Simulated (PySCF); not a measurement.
**OsO3(H2O): other functionals and bases at one geometry**

The task here is to estimate one member of a computed series from the others.

Program: PySCF 2.14.0. Level of theory: several levels, as the steps say, no spin–orbit coupling. These are calculated values, not measurements.

3 further runs of the same task are left out: 2 for a known fault of the program, 1 set aside as unsound or not needed.

### The system as given

7 atoms, charge 0, spin multiplicity 3.

Bond lengths: Os1–O2 1.761 Å, Os1–O3 1.719 Å, Os1–O4 1.761 Å, O5–H6 0.977 Å, O5–H7 0.977 Å. Angles: O2–Os1–O3 117.5°, O2–Os1–O4 111.3°, O3–Os1–O4 117.5°, H6–O5–H7 107.4°.

As a file:

```xyz
7

Os   -0.1168   -0.2248    0.2248
O     0.7213    1.1806    0.8759
O    -0.7741   -1.3482    1.3482
O     0.7213   -0.8759   -1.1806
O    -0.8555    1.3212   -1.3212
H    -1.3755    2.0579   -0.9439
H    -1.3755    0.9439   -2.0579
```

Formal oxidation states: Os +6. An earlier session relaxed this geometry at TPSS, Os def2-SVP with ECP60, O def2-SVP, H def2-SVP (triplet, point group Cs).

At TPSS on the finer grid: E = -392.590861 Eh, HOMO -4.92 eV, LUMO -4.63 eV (over both spins), ⟨S²⟩ = 2.012, Mulliken charge on Os1 +0.85 e, largest force component 0.019 eV/Å. 

Levels to run: PBE0; wB97X; TPSSh; BP86; TPSS, TZVP; TPSS, x2c-SVP. Hardware: 2 threads of Arm Neoverse V2, shared host.

The first run:

run.py (the lines that set the calculation) reads:

```python
mol = gto.M(atom='''
Os    -0.11679    -0.22475     0.22475
O      0.72133     1.18062     0.87588
O     -0.77408    -1.34822     1.34822
O      0.72133    -0.87588    -1.18062
O     -0.85552     1.32122    -1.32122
H     -1.37548     2.05786    -0.94386
H     -1.37548     0.94386    -2.05786''',
    basis={'Os': 'def2-SVP', 'O': 'def2-SVP', 'H': 'def2-SVP'},
    ecp={'Os': 'def2-SVP'},
    charge=0, spin=2)
mf = dft.UKS(mol, xc='PBE0')
mf.grids.atom_grid = (75, 302)
mf = mf.density_fit()  # fitting sets: Os def2-universal-JKFIT, O def2-universal-JKFIT, H def2-universal-JKFIT
mf.conv_tol = 1e-08; mf.max_cycle = 55
mf.kernel(dm0)  # dm0: the density of the relaxed state
```

On the command line:

```sh
$ OMP_NUM_THREADS=2 python run.py
```

Among the steps run: PBE0; wB97X; TPSSh; BP86; TPSS, TZVP; TPSS, x2c-SVP.

One table of the session follows, with a row left open; its other results are not shown here.

```
              level  HOMO (eV)  gap (eV)  charge on Os1 (e)  dipole (D)  largest force component (eV/Å)
TPSS (relaxed here)      -4.92      0.29               0.85        6.04                            0.02
               PBE0      -6.70      2.83               0.93        6.25                            0.97
              wB97X      -9.16      7.28               0.94        6.36                            1.23
              TPSSh      -5.68      1.38               0.91        6.16                            0.38
               BP86      -4.86      0.01               0.76        5.98                            0.09
         TPSS, TZVP      -5.06      0.33               1.16        5.93                            0.28
      TPSS, x2c-SVP          ?         ?                  ?           ?                               ?
```

Q: Estimate the row for TPSS, x2c-SVP from the others.

**Answer.** HOMO (eV): -5.12; gap (eV): 0.27; charge on Os1 (e): 0.59; dipole (D): 6.02; largest force component (eV/Å): 0.56. In the column «HOMO (eV)» it lies between TPSSh (-5.68) and TPSS, TZVP (-5.06).

In one basis the HOMO–LUMO gap runs from 0.01 eV (BP86) to 7.28 eV (wB97X). The largest leftover force, 1.23 eV/Å with wB97X, stands at a geometry relaxed at another level. Total energies of different levels can't be compared.
